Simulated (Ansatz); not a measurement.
# C4H2AlF: basis-set convergence

An exercise on one series of results from a longer session: the logs are not shown, and one member is left open.

Program: Ansatz 0.2.0, Gaussian basis. Level of theory: one geometry, several basis sets. These are calculated values, not measurements.

The runs, in order: PBE0-D4/def2-SVP; ωB97M-V/def2-SVP; PBE0-D4/def2-QZVPP; ωB97M-V/def2-QZVPP; the functionals' def2-TZVPP values are taken from earlier runs.

### The geometry

All runs share one geometry, relaxed beforehand with PBE0-D4 in a triple-zeta def2 set.

8 atoms, charge 0, spin multiplicity 1.

Atoms are counted from 1 here; the program's logs count them from 0.

Bond lengths: F1–Al2 1.647 Å, Al2–C4 1.880 Å, Al2–H7 1.568 Å, C3–C4 1.333 Å, C3–C5 1.546 Å, C3–C6 1.447 Å, C4–C5 1.520 Å, C5–C6 1.318 Å, C6–H8 1.069 Å. Angles: F1–Al2–C4 117.7°, F1–Al2–H7 119.8°, C4–Al2–H7 122.5°, C4–C3–C5 63.2°, C4–C3–C6 115.4°, C5–C3–C6 52.1°, Al2–C4–C3 150.0°, Al2–C4–C5 144.8°, C3–C4–C5 65.2°, C3–C5–C4 51.5°, C3–C5–C6 60.1°, C4–C5–C6 111.6°, C3–C6–C5 67.8°, C3–C6–H8 141.9°, C5–C6–H8 150.3°.

Coordinates:

```xyz
8

F    -1.6161   -2.1682   -1.4946
Al   -0.1610   -1.8289   -0.8009
C     0.8295    0.7553    0.6113
C     0.0668   -0.1269   -0.0345
C    -0.6017    1.2097    0.2437
C     0.2061    2.0327    0.8825
H     0.9728   -2.9127   -0.7987
H     0.3958    2.9820    1.3353
```

The first run:

in.yaml reads:

```yaml
crystal:
  periodic: [false, false, false]
  atoms:
    - {symbol: F, position_ang: [-1.616113, -2.168190, -1.494580]}
    - {symbol: Al, position_ang: [-0.161014, -1.828940, -0.800855]}
    - {symbol: C, position_ang: [0.829536, 0.755293, 0.611332]}
    - {symbol: C, position_ang: [0.066831, -0.126898, -0.034481]}
    - {symbol: C, position_ang: [-0.601665, 1.209656, 0.243725]}
    - {symbol: C, position_ang: [0.206065, 2.032736, 0.882462]}
    - {symbol: H, position_ang: [0.972808, -2.912708, -0.798746]}
    - {symbol: H, position_ang: [0.395752, 2.981952, 1.335342]}
basis:
  gaussian: {orbitals: def2-SVP}
hamiltonian: {xc: pbe0, dispersion: d4}
output: {orbitals: {seedname: orbitals}}
```

Command:

```bash
$ ansatz run in.yaml --threads 2 --pin off --events-out ev --progress --plain --max-ram 4352MiB
```

Among the steps run: PBE0-D4 in def2-SVP; ωB97M-V in def2-SVP; PBE0-D4 in def2-QZVPP; ωB97M-V in def2-QZVPP.

One of the session's tables, all rows but one given; the rest of the session is left out.

It belongs to the step «Density functionals: the series». 

| functional | basis | HOMO (eV) | LUMO (eV) |
| --- | --- | --- | --- |
| PBE0-D4 | def2-SVP | -6.58 | -1.92 |
| PBE0-D4 | def2-TZVPP | ? | ? |
| PBE0-D4 | def2-QZVPP | -6.58 | -1.95 |
| ωB97M-V | def2-SVP | -8.60 | 0.35 |
| ωB97M-V | def2-TZVPP | -8.61 | 0.25 |
| ωB97M-V | def2-QZVPP | -8.63 | 0.13 |

Q: Estimate the row for PBE0-D4, def2-TZVPP from the others.

The run gave: HOMO (eV): -6.57; LUMO (eV): -1.92. In the column «HOMO (eV)» it is the highest.
